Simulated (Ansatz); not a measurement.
**CH5BClN (SMILES CNBCl): PBE-QIDH/def2-SVP**

Aim: the energy change on altering one bond length of CH5BClN at PBE-QIDH/def2-SVP, from 2 runs. 

Program for the calculation: Ansatz 0.2.0.

128 further runs of the same task are left out: 128 set aside as unsound or not needed.

## (1) The structure to begin with

CH5BClN has 9 atoms, charge 0, and is taken as a singlet. SMILES: `CNBCl`. Geometry: relaxed at PBE0-D4/def2-TZVP. This is one conformer, not always the lowest.

Bond lengths: C1–N2 1.445 Å, N2–B3 1.381 Å, B3–Cl4 1.771 Å, C1–H5 1.094 Å, C1–H6 1.094 Å, C1–H7 1.090 Å, N2–H8 1.009 Å, B3–H9 1.192 Å. Some angles: C1–N2–B3 126.0°, N2–B3–Cl4 119.6°, C1–N2–H8 115.0°, B3–N2–H8 119.0°, N2–C1–H5 111.4°, N2–C1–H6 111.4°, N2–C1–H7 109.2°, N2–B3–H9 121.5°, Cl4–B3–H9 118.9°, H5–C1–H6 108.3°.

## (2) A single-point energy at PBE-QIDH/def2-SVP

run.yaml

```yaml
basis:
  gaussian:
    orbitals: def2-SVP
crystal:
  periodic: [false, false, false]
  atoms:
    - {symbol: C, position_ang: [0.510100, 0.482100, -0.973400]}
    - {symbol: N, position_ang: [-0.407900, -0.226000, -0.111700]}
    - {symbol: B, position_ang: [-0.261100, -0.415200, 1.248200]}
    - {symbol: Cl, position_ang: [-1.495300, -1.314500, 2.144800]}
    - {symbol: H, position_ang: [0.907000, -0.170400, -1.756500]}
    - {symbol: H, position_ang: [0.027900, 1.338900, -1.452800]}
    - {symbol: H, position_ang: [1.346700, 0.849900, -0.380000]}
    - {symbol: H, position_ang: [-1.220500, -0.605500, -0.573900]}
    - {symbol: H, position_ang: [0.681600, 0.014200, 1.838200]}
magnetization:
  spin_polarized: false
hamiltonian:
  xc: {name: PBE-QIDH}
correlation:
  frozen_orbitals: {B: 1, C: 1, Cl: 5, H: 0, "N": 1}
accuracy: high
output:
  orbitals: {seedname: orbitals}
```

Command:

```
$ ansatz run run.yaml --threads 1 --pin off --max-ram 3480MiB --events-out events.jsonl --progress --plain --runs-dir runs
```

Output:

```text
Warning: RAYON_NUM_THREADS=1 ignored (pool sized by the plan → 1); use --threads N
Functional definition: PBE-QIDH
  name "PBE-QIDH"
  parameter a = 3^(-1/3)
  parameter c = 1/3
  exchange = (1 - a)*pbe_x + a*exact_x
  correlation = (1 - c)*pbe_c + c*(mp2_os + mp2_ss)
2017 factors; integrals over basis functions are off by at most 8.2e-9 eV
mean field evaluation 1: about -15783.5333 eV, gradient 3.0e1 eV
mean field evaluation 2: about -15783.6096 eV, gradient 3.0e1 eV
mean field evaluation 4: about -15785.6986 eV, gradient 2.9e0 eV
mean field evaluation 8: about -15785.7223 eV, gradient 3.4e-2 eV
mean field evaluation 16: about -15785.7223 eV, gradient 9.7e-6 eV
mean field -15785.72226177 eV, -580.1145931730 hartree, gradient 2.5e-8 eV, S^2 0.000000; 0 other end points of the search recorded, 0 dependent functions left out
8 core orbitals not correlated: weight in the atoms' cores, before any rotation towards them, 1.000 or more for the frozen orbitals, at most 0.000 for the correlated occupied ones
reference -15785.72226266 eV, -580.1145932060 hartree; 12, 12 occupied and 65, 65 virtual orbitals, 2017 factors
second order -16.35716928 eV of doubles, -0.00000000 eV of singles
Total energy: -15791.17465242 eV, -580.3149648338 hartree
```

It took 8.7 s on 1 thread of Arm Neoverse V2, shared host; peak memory 0.27 GiB.

## (3) The distorted shape

job.yaml

```yaml
crystal:
  periodic: [false, false, false]
  atoms:
    - {symbol: C, position_ang: [0.488085, 0.510473, -1.177338]}
    - {symbol: "N", position_ang: [-0.429915, -0.197627, -0.315638]}
    - {symbol: B, position_ang: [-0.261100, -0.415200, 1.248200]}
    - {symbol: Cl, position_ang: [-1.495300, -1.314500, 2.144800]}
    - {symbol: H, position_ang: [0.884985, -0.142027, -1.960438]}
    - {symbol: H, position_ang: [0.005885, 1.367273, -1.656738]}
    - {symbol: H, position_ang: [1.324685, 0.878273, -0.583938]}
    - {symbol: H, position_ang: [-1.242515, -0.577127, -0.777838]}
    - {symbol: H, position_ang: [0.681600, 0.014200, 1.838200]}
basis:
  gaussian: {orbitals: def2-SVP}
hamiltonian: {xc: {name: PBE-QIDH}}
correlation: {frozen_orbitals: {B: 1, C: 1, Cl: 5, H: 0, "N": 1}}
accuracy: high
output: {orbitals: {seedname: orbitals}}
```

Command:

```
$ ansatz run job.yaml --threads 1 --pin off --max-ram 3480MiB --events-out events.jsonl --progress --plain --runs-dir runs
```

Output, shortened:

```text
Warning: RAYON_NUM_THREADS=1 ignored (pool sized by the plan → 1); use --threads N
Functional definition: PBE-QIDH
  name "PBE-QIDH"
[...]
2005 factors; integrals over basis functions are off by at most 6.1e-9 eV
[...]
mean field -15784.98695468 eV, -580.0875711359 hartree, gradient 6.7e-8 eV, S^2 0.000000; 0 other end points of the search recorded, 0 dependent functions left out
8 core orbitals not correlated: weight in the atoms' cores, before any rotation towards them, 1.000 or more for the frozen orbitals, at most 0.000 for the correlated occupied ones
reference -15784.98695559 eV, -580.0875711696 hartree; 12, 12 occupied and 65, 65 virtual orbitals, 2005 factors
second order -16.50104139 eV of doubles, -0.00000000 eV of singles
Total energy: -15790.48730272 eV, -580.2897051984 hartree
```

It took 8.4 s on 1 thread of Arm Neoverse V2, shared host; peak memory 0.27 GiB.

## (4) Summary of results

Level: PBE-QIDH/def2-SVP, 8 core orbitals frozen.

| quantity | value |
| --- | --- |
| first shape: total energy | -580.31496 Eh |
| first shape: HOMO energy (SCF part's orbitals) | -9.84 eV |
| first shape: LUMO energy (SCF part's orbitals) | 2.58 eV |
| first shape: HOMO–LUMO gap (SCF part's orbitals) | 12.42 eV |
| distorted shape: total energy | -580.28971 Eh |
| distorted shape: HOMO energy (SCF part's orbitals) | -9.20 eV |
| distorted shape: LUMO energy (SCF part's orbitals) | 1.72 eV |
| distorted shape: HOMO–LUMO gap (SCF part's orbitals) | 10.92 eV |
| energy change with the N2–B3 bond stretched from 1.381 to 1.588 Å | 0.687 eV |

In words: With the N2–B3 bond stretched from 1.381 to 1.588 Å the energy rises by 0.69 eV (15.9 kcal/mol). The first shape isn't relaxed at this level, so the change isn't measured from a minimum.
